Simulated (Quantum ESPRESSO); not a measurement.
# GaP (I-4m2) in Quantum ESPRESSO: further runs

One crystal, GaP, is run at these levels: PBE, LDA; tasks: dielectric tensor.

Everything below comes from runs of Quantum ESPRESSO 7.5. Logs are shortened: lines on timing, memory, paths and dates and some standing lists are left out, and cuts for length are marked.

## (1) Starting point

It takes space group I-4m2 (No. 119, tetragonal). The conventional cell has a = 3.854 Å, b = 3.854 Å, c = 5.396 Å, α = 90.00°, β = 90.00°, γ = 90.00°. Ga (site symmetry -4m2) is surrounded by 4 P at 2.35 Å. P (site symmetry -4m2) is surrounded by 4 Ga at 2.35 Å.

The cell was built by a generator and needn't be a form met in nature.

## (2) Dielectric tensor, PBE

pw.in reads:

```
&CONTROL
  calculation = 'scf'
  prefix = 'pwscf'
  outdir = './tmp'
  pseudo_dir = './pseudo'
  tprnfor = .true.
  tstress = .true.
  disk_io = 'low'
/
&SYSTEM
  ibrav = 0
  celldm(1) = 8
  nat = 2
  ntyp = 2
  ecutwfc = 80
  nbnd = 15
  occupations = 'smearing'
  smearing = 'fd'
  degauss = 0.00146997
/
&ELECTRONS
  conv_thr = 4d-10
  electron_maxstep = 120
  mixing_beta = 0.5
/
ATOMIC_SPECIES
Ga    69.7230 Ga.upf
P     30.9738 P.upf
CELL_PARAMETERS alat
  0.0000000000000   0.6437470151420   0.6437470151420
  0.6373095449906   0.0000000000000   0.6437470151420
  0.6373095449906   0.6437470151420   0.0000000000000
ATOMIC_POSITIONS crystal
Ga     0.0000000000    0.0000000000    0.0000000000
P      0.2500000000    0.2500000000    0.2500000000
K_POINTS automatic
8 8 8 1 1 1
```

gamma.in reads:

```
&CONTROL
  calculation = 'bands'
  prefix = 'pwscf'
  outdir = './tmp'
  pseudo_dir = './pseudo'
  disk_io = 'low'
  verbosity = 'high'
/
&SYSTEM
  ibrav = 0
  celldm(1) = 8
  nat = 2
  ntyp = 2
  ecutwfc = 80
  nbnd = 15
  occupations = 'smearing'
  smearing = 'fd'
  degauss = 0.00146997
/
&ELECTRONS
  conv_thr = 1d-08
  electron_maxstep = 120
  mixing_beta = 0.5
  diago_full_acc = .true.
  startingwfc = 'random'
/
ATOMIC_SPECIES
Ga    69.7230 Ga.upf
P     30.9738 P.upf
CELL_PARAMETERS alat
  0.0000000000000   0.6437470151420   0.6437470151420
  0.6373095449906   0.0000000000000   0.6437470151420
  0.6373095449906   0.6437470151420   0.0000000000000
ATOMIC_POSITIONS crystal
Ga     0.0000000000    0.0000000000    0.0000000000
P      0.2500000000    0.2500000000    0.2500000000
K_POINTS crystal
1
0.0 0.0 0.0 1
```

scf2.in reads:

```
&CONTROL
  calculation = 'scf'
  prefix = 'pwscf'
  outdir = './tmp'
  pseudo_dir = './pseudo'
  tprnfor = .true.
  tstress = .true.
  disk_io = 'low'
/
&SYSTEM
  ibrav = 0
  celldm(1) = 8
  nat = 2
  ntyp = 2
  ecutwfc = 80
  nbnd = 15
  occupations = 'fixed'
/
&ELECTRONS
  conv_thr = 1d-13
  electron_maxstep = 120
  mixing_beta = 0.5
  startingpot = 'file'
/
ATOMIC_SPECIES
Ga    69.7230 Ga.upf
P     30.9738 P.upf
CELL_PARAMETERS alat
  0.0000000000000   0.6437470151420   0.6437470151420
  0.6373095449906   0.0000000000000   0.6437470151420
  0.6373095449906   0.6437470151420   0.0000000000000
ATOMIC_POSITIONS crystal
Ga     0.0000000000    0.0000000000    0.0000000000
P      0.2500000000    0.2500000000    0.2500000000
K_POINTS automatic
8 8 8 1 1 1
```

ph.in reads:

```
dielectric of GaP
&INPUTPH
  prefix = 'pwscf'
  outdir = './tmp'
  tr2_ph = 1d-18
  fildyn = 'dyn'
  niter_ph = 90
  alpha_mix(1) = 0.7
  epsil = .true.
  trans = .false.
  zeu = .true.
/
0.0000000000 0.0000000000 0.0000000000
```

Potentials or basis: PseudoDojo 0.4.1 SR PBE standard.

The run is started by

```bash
$ OMP_NUM_THREADS=1 pw.x -in pw.in > pw.out
$ OMP_NUM_THREADS=1 pw.x -in gamma.in > gamma.out
$ OMP_NUM_THREADS=1 pw.x -in scf2.in > scf2.out
$ OMP_NUM_THREADS=1 ph.x -in ph.in > ph.out
```

pw.out:

```text
This program is part of the open-source Quantum ESPRESSO suite
     for quantum simulation of materials; please cite
[... 9 lines left out ...]
     --------------------
     sticks:   dense  smooth     PW     G-vecs:    dense   smooth      PW
     Sum        1159    1159    353                26197    26197    4347

     Using Slab Decomposition

     bravais-lattice index     =            0
     lattice parameter (alat)  =       8.0000  a.u.
     unit-cell volume          =     270.4462 (a.u.)^3
     number of atoms/cell      =            2
     number of atomic types    =            2
     number of electrons       =        18.00
     number of Kohn-Sham states=           15
     kinetic-energy cutoff     =      80.0000  Ry
     charge density cutoff     =     320.0000  Ry
     scf convergence threshold =      4.0E-10
     mixing beta               =       0.5000
     number of iterations used =            8  plain     mixing
     Exchange-correlation= PBE
                           (   1   4   3   4   0   0   0)

     celldm(1)=   8.000000  celldm(2)=   0.000000  celldm(3)=   0.000000
     celldm(4)=   0.000000  celldm(5)=   0.000000  celldm(6)=   0.000000

     crystal axes: (cart. coord. in units of alat)
               a(1) = (   0.000000   0.643747   0.643747 )
               a(2) = (   0.637310   0.000000   0.643747 )
               a(3) = (   0.637310   0.643747   0.000000 )

     reciprocal axes: (cart. coord. in units 2 pi/alat)
               b(1) = ( -0.784548  0.776703  0.776703 )
               b(2) = (  0.784548 -0.776703  0.776703 )
               b(3) = (  0.784548  0.776703 -0.776703 )

     PseudoPot. # 1 for Ga read from file:
     Ga.upf
     Pseudo is Norm-conserving + core correction, Zval = 13.0
     Generated using ONCVPSP code by D. R. Hamann
     Using radial grid of 1902 points,  6 beta functions with:
                l(1) =   0
                l(2) =   0
                l(3) =   1
                l(4) =   1
                l(5) =   2
                l(6) =   2

     PseudoPot. # 2 for P  read from file:
     P.upf
     Pseudo is Norm-conserving + core correction, Zval =  5.0
     Generated using ONCVPSP code by D. R. Hamann
     Using radial grid of 1298 points,  6 beta functions with:
                l(1) =   0
                l(2) =   0
                l(3) =   1
                l(4) =   1
                l(5) =   2
                l(6) =   2

     atomic species   valence    mass     pseudopotential
     Ga               13.00    69.72300     Ga( 1.00)
     P                 5.00    30.97380     P ( 1.00)

      8 Sym. Ops. (no inversion) found

   Cartesian axes

     site n.     atom                  positions (alat units)
         1        Ga     tau(   1) = (   0.0000000   0.0000000   0.0000000  )
         2        P      tau(   2) = (   0.3186548   0.3218735   0.3218735  )

     number of k points=   144  Fermi-Dirac smearing, width (Ry)=  0.0015

     Number of k-points >= 100: set verbosity='high' to print them.

     Dense  grid:    26197 G-vectors     FFT dimensions: (  45,  45,  45)

     Initial potential from superposition of free atoms

     starting charge      17.9972, renormalised to      18.0000
     Starting wfcs are   13 randomized atomic wfcs +    2 random wfcs

     Self-consistent Calculation

     iteration #  1     ecut=    80.00 Ry     beta= 0.50
     Davidson diagonalization with overlap
     ethr =  1.00E-02,  avg # of iterations =  4.5

     Threshold (ethr) on eigenvalues was too large:
     Diagonalizing with lowered threshold

     Davidson diagonalization with overlap
     ethr =  4.11E-04,  avg # of iterations =  2.5

     total energy              =    -166.84498162 Ry
     estimated scf accuracy    <       0.07378533 Ry

     iteration #  2     ecut=    80.00 Ry     beta= 0.50
     Davidson diagonalization with overlap
     ethr =  4.10E-04,  avg # of iterations =  2.0

     total energy              =    -166.85654664 Ry
     estimated scf accuracy    <       0.00653571 Ry

     iteration #  3     ecut=    80.00 Ry     beta= 0.50
     Davidson diagonalization with overlap
     ethr =  3.63E-05,  avg # of iterations =  5.3

     total energy              =    -166.85681157 Ry
     estimated scf accuracy    <       0.00123632 Ry

     iteration #  4     ecut=    80.00 Ry     beta= 0.50
     Davidson diagonalization with overlap
     ethr =  6.87E-06,  avg # of iterations =  2.6

     total energy              =    -166.85686005 Ry
     estimated scf accuracy    <       0.00001294 Ry

     iteration #  5     ecut=    80.00 Ry     beta= 0.50
     Davidson diagonalization with overlap
     ethr =  7.19E-08,  avg # of iterations =  3.2

     total energy              =    -166.85686461 Ry
     estimated scf accuracy    <       0.00000181 Ry

     iteration #  6     ecut=    80.00 Ry     beta= 0.50
     Davidson diagonalization with overlap
     ethr =  1.01E-08,  avg # of iterations =  2.0

     total energy              =    -166.85686506 Ry
     estimated scf accuracy    <       0.00000004 Ry

     iteration #  7     ecut=    80.00 Ry     beta= 0.50
     Davidson diagonalization with overlap
     ethr =  2.26E-10,  avg # of iterations =  2.8

     total energy              =    -166.85686508 Ry
     estimated scf accuracy    <       0.00000001 Ry

     iteration #  8     ecut=    80.00 Ry     beta= 0.50
     Davidson diagonalization with overlap
     ethr =  6.16E-11,  avg # of iterations =  2.0

     total energy              =    -166.85686508 Ry
     estimated scf accuracy    <          9.8E-09 Ry

     iteration #  9     ecut=    80.00 Ry     beta= 0.50
     Davidson diagonalization with overlap
     ethr =  5.45E-11,  avg # of iterations =  2.0

     End of self-consistent calculation

     Number of k-points >= 100: set verbosity='high' to print the bands.

     the Fermi energy is     8.3738 ev

!    total energy              =    -166.85686508 Ry
     estimated scf accuracy    <          3.0E-12 Ry
     smearing contrib. (-TS)   =      -0.00000000 Ry
     internal energy E=F+TS    =    -166.85686508 Ry

     The total energy is F=E-TS. E is the sum of the following terms:
     one-electron contribution =     -76.08286927 Ry
     hartree contribution      =      52.06503609 Ry
     xc contribution           =     -46.03664362 Ry
     ewald contribution        =     -96.80238827 Ry

     convergence has been achieved in   9 iterations

     Forces acting on atoms (cartesian axes, Ry/au):

     atom    1 type  1   force =     0.00000000   -0.00000000    0.00000000
     atom    2 type  2   force =    -0.00000000    0.00000000   -0.00000000

     Total force =     0.000000     Total SCF correction =     0.000000

     Computing stress (Cartesian axis) and pressure

          total   stress  (Ry/bohr**3)                   (kbar)     P=       34.90
   0.00026988  -0.00000000   0.00000000           39.70       -0.00        0.00
   0.00000000   0.00022098  -0.00000000            0.00       32.51       -0.00
  -0.00000000   0.00000000   0.00022098           -0.00        0.00       32.51

=------------------------------------------------------------------------------=
   JOB DONE.
=------------------------------------------------------------------------------=
```

It took 39 min on 1 thread of Intel Xeon Platinum 8375C at 2.90GHz (Ice Lake), shared host; peak memory 0.16 GiB.

Results:

```
Free energy                             : -2270.2033 eV
Pressure                                : 3.5 GPa
Electronic dielectric tensor (diagonal) : 10.31, 10.41, 10.41
Born charges (mean of the diagonal)     : Ga +2.13; P -2.13 e
```

Levels at points of the mesh, in eV from the valence-band top:
```csv
k point,band 6,band 7,band 8,band 9,band 10,band 11,band 12,band 13
"(0.06, 0.06, 0.06)",-12.47,-0.52,-0.04,0.00,2.29,4.01,4.04,4.05
```

Electronic dielectric tensor:
```
10.31  0.00  0.00
 0.00 10.41  0.00
 0.00  0.00 10.41
```

Born effective charge tensors (e):
atom 1, Ga
```
2.10 0.00 0.00
0.00 2.15 0.00
0.00 0.00 2.15
```
atom 2, P
```
-2.10  0.00  0.00
 0.00 -2.15  0.00
 0.00  0.00 -2.15
```

Caveat: the cell is more than 3 GPa from zero pressure, which shifts response properties.

## (3) Dielectric tensor, LDA

pw.in is that of step 2.

gamma.in is that of step 2.

scf2.in is that of step 2.

ph.in is that of step 2.

Potentials or basis: PseudoDojo 0.4.1 SR LDA standard.

The run is started by

```bash
$ OMP_NUM_THREADS=1 pw.x -in pw.in > pw.out
$ OMP_NUM_THREADS=1 pw.x -in gamma.in > gamma.out
$ OMP_NUM_THREADS=1 pw.x -in scf2.in > scf2.out
$ OMP_NUM_THREADS=1 ph.x -in ph.in > ph.out
```

pw.out:

```text
This program is part of the open-source Quantum ESPRESSO suite
     for quantum simulation of materials; please cite
[... 9 lines left out ...]
     --------------------
     sticks:   dense  smooth     PW     G-vecs:    dense   smooth      PW
     Sum        1159    1159    353                26197    26197    4347

     Using Slab Decomposition

     bravais-lattice index     =            0
     lattice parameter (alat)  =       8.0000  a.u.
     unit-cell volume          =     270.4462 (a.u.)^3
     number of atoms/cell      =            2
     number of atomic types    =            2
     number of electrons       =        18.00
     number of Kohn-Sham states=           15
     kinetic-energy cutoff     =      80.0000  Ry
     charge density cutoff     =     320.0000  Ry
     scf convergence threshold =      4.0E-10
     mixing beta               =       0.5000
     number of iterations used =            8  plain     mixing
     Exchange-correlation= SLA  PW   NOGX NOGC
                           (   1   4   0   0   0   0   0)

     celldm(1)=   8.000000  celldm(2)=   0.000000  celldm(3)=   0.000000
     celldm(4)=   0.000000  celldm(5)=   0.000000  celldm(6)=   0.000000

     crystal axes: (cart. coord. in units of alat)
               a(1) = (   0.000000   0.643747   0.643747 )
               a(2) = (   0.637310   0.000000   0.643747 )
               a(3) = (   0.637310   0.643747   0.000000 )

     reciprocal axes: (cart. coord. in units 2 pi/alat)
               b(1) = ( -0.784548  0.776703  0.776703 )
               b(2) = (  0.784548 -0.776703  0.776703 )
               b(3) = (  0.784548  0.776703 -0.776703 )

     PseudoPot. # 1 for Ga read from file:
     Ga.upf
     Pseudo is Norm-conserving + core correction, Zval = 13.0
     Generated using ONCVPSP code by D. R. Hamann
     Using radial grid of 1858 points,  6 beta functions with:
                l(1) =   0
                l(2) =   0
                l(3) =   1
                l(4) =   1
                l(5) =   2
                l(6) =   2

     PseudoPot. # 2 for P  read from file:
     P.upf
     Pseudo is Norm-conserving + core correction, Zval =  5.0
     Generated using ONCVPSP code by D. R. Hamann
     Using radial grid of 1298 points,  6 beta functions with:
                l(1) =   0
                l(2) =   0
                l(3) =   1
                l(4) =   1
                l(5) =   2
                l(6) =   2

     atomic species   valence    mass     pseudopotential
     Ga               13.00    69.72300     Ga( 1.00)
     P                 5.00    30.97380     P ( 1.00)

      8 Sym. Ops. (no inversion) found

   Cartesian axes

     site n.     atom                  positions (alat units)
         1        Ga     tau(   1) = (   0.0000000   0.0000000   0.0000000  )
         2        P      tau(   2) = (   0.3186548   0.3218735   0.3218735  )

     number of k points=   144  Fermi-Dirac smearing, width (Ry)=  0.0015

     Number of k-points >= 100: set verbosity='high' to print them.

     Dense  grid:    26197 G-vectors     FFT dimensions: (  45,  45,  45)

     Initial potential from superposition of free atoms

     starting charge      17.9978, renormalised to      18.0000
     Starting wfcs are   13 randomized atomic wfcs +    2 random wfcs

     Self-consistent Calculation

     iteration #  1     ecut=    80.00 Ry     beta= 0.50
     Davidson diagonalization with overlap
     ethr =  1.00E-02,  avg # of iterations =  4.5

     Threshold (ethr) on eigenvalues was too large:
     Diagonalizing with lowered threshold

     Davidson diagonalization with overlap
     ethr =  3.86E-04,  avg # of iterations =  2.7

     total energy              =    -166.68812855 Ry
     estimated scf accuracy    <       0.06946261 Ry

     iteration #  2     ecut=    80.00 Ry     beta= 0.50
     Davidson diagonalization with overlap
     ethr =  3.86E-04,  avg # of iterations =  2.0

     total energy              =    -166.69820801 Ry
     estimated scf accuracy    <       0.00627270 Ry

     iteration #  3     ecut=    80.00 Ry     beta= 0.50
     Davidson diagonalization with overlap
     ethr =  3.48E-05,  avg # of iterations =  5.5

     total energy              =    -166.69830441 Ry
     estimated scf accuracy    <       0.00104960 Ry

     iteration #  4     ecut=    80.00 Ry     beta= 0.50
     Davidson diagonalization with overlap
     ethr =  5.83E-06,  avg # of iterations =  2.9

     total energy              =    -166.69834667 Ry
     estimated scf accuracy    <       0.00001352 Ry

     iteration #  5     ecut=    80.00 Ry     beta= 0.50
     Davidson diagonalization with overlap
     ethr =  7.51E-08,  avg # of iterations =  2.8

     total energy              =    -166.69835018 Ry
     estimated scf accuracy    <       0.00000106 Ry

     iteration #  6     ecut=    80.00 Ry     beta= 0.50
     Davidson diagonalization with overlap
     ethr =  5.87E-09,  avg # of iterations =  2.0

     total energy              =    -166.69835039 Ry
     estimated scf accuracy    <       0.00000003 Ry

     iteration #  7     ecut=    80.00 Ry     beta= 0.50
     Davidson diagonalization with overlap
     ethr =  1.45E-10,  avg # of iterations =  3.5

     total energy              =    -166.69835041 Ry
     estimated scf accuracy    <          4.4E-09 Ry

     iteration #  8     ecut=    80.00 Ry     beta= 0.50
     Davidson diagonalization with overlap
     ethr =  2.44E-11,  avg # of iterations =  3.0

     total energy              =    -166.69835040 Ry
     estimated scf accuracy    <       0.00000002 Ry

     iteration #  9     ecut=    80.00 Ry     beta= 0.50
     Davidson diagonalization with overlap
     ethr =  2.44E-11,  avg # of iterations =  2.0

     End of self-consistent calculation

     Number of k-points >= 100: set verbosity='high' to print the bands.

     the Fermi energy is     8.0299 ev

!    total energy              =    -166.69835041 Ry
     estimated scf accuracy    <          1.0E-10 Ry
     smearing contrib. (-TS)   =      -0.00000000 Ry
     internal energy E=F+TS    =    -166.69835041 Ry

     The total energy is F=E-TS. E is the sum of the following terms:
     one-electron contribution =     -76.66619588 Ry
     hartree contribution      =      52.04731423 Ry
     xc contribution           =     -45.27708048 Ry
     ewald contribution        =     -96.80238827 Ry

     convergence has been achieved in   9 iterations

     Forces acting on atoms (cartesian axes, Ry/au):

     atom    1 type  1   force =    -0.00000000    0.00000000    0.00000000
     atom    2 type  2   force =     0.00000000    0.00000000    0.00000000

     Total force =     0.000000     Total SCF correction =     0.000000

     Computing stress (Cartesian axis) and pressure

          total   stress  (Ry/bohr**3)                   (kbar)     P=      -21.40
  -0.00011045  -0.00000000   0.00000000          -16.25       -0.00        0.00
  -0.00000000  -0.00016300   0.00000000           -0.00      -23.98        0.00
   0.00000000   0.00000000  -0.00016300            0.00        0.00      -23.98

=------------------------------------------------------------------------------=
   JOB DONE.
=------------------------------------------------------------------------------=
```

Run time: 31 min. Hardware: 1 thread of AMD EPYC 7R43 (Zen 3), shared host; peak memory 0.15 GiB.

Results:

| Item | Value |
| --- | --- |
| Free energy | -2268.0466 eV |
| Pressure | -2.1 GPa |
| Electronic dielectric tensor (diagonal) | 10.83, 10.93, 10.93 |
| Born charges (mean of the diagonal) | Ga +2.09; P -2.09 e |

Levels at points of the mesh, in eV from the valence-band top:
| k point | band 7 | band 8 | band 9 | band 10 | band 11 | band 12 |
| --- | --- | --- | --- | --- | --- | --- |
| (0.06, 0.06, 0.06) | -0.55 | -0.04 | 0.00 | 2.10 | 3.91 | 3.95 |

Electronic dielectric tensor:
```
10.83  0.00  0.00
 0.00 10.93  0.00
 0.00  0.00 10.93
```

Born effective charge tensors (e):
atom 1, Ga
```
2.06 0.00 0.00
0.00 2.10 0.00
0.00 0.00 2.10
```
atom 2, P
```
-2.06  0.00  0.00
 0.00 -2.10  0.00
 0.00  0.00 -2.10
```
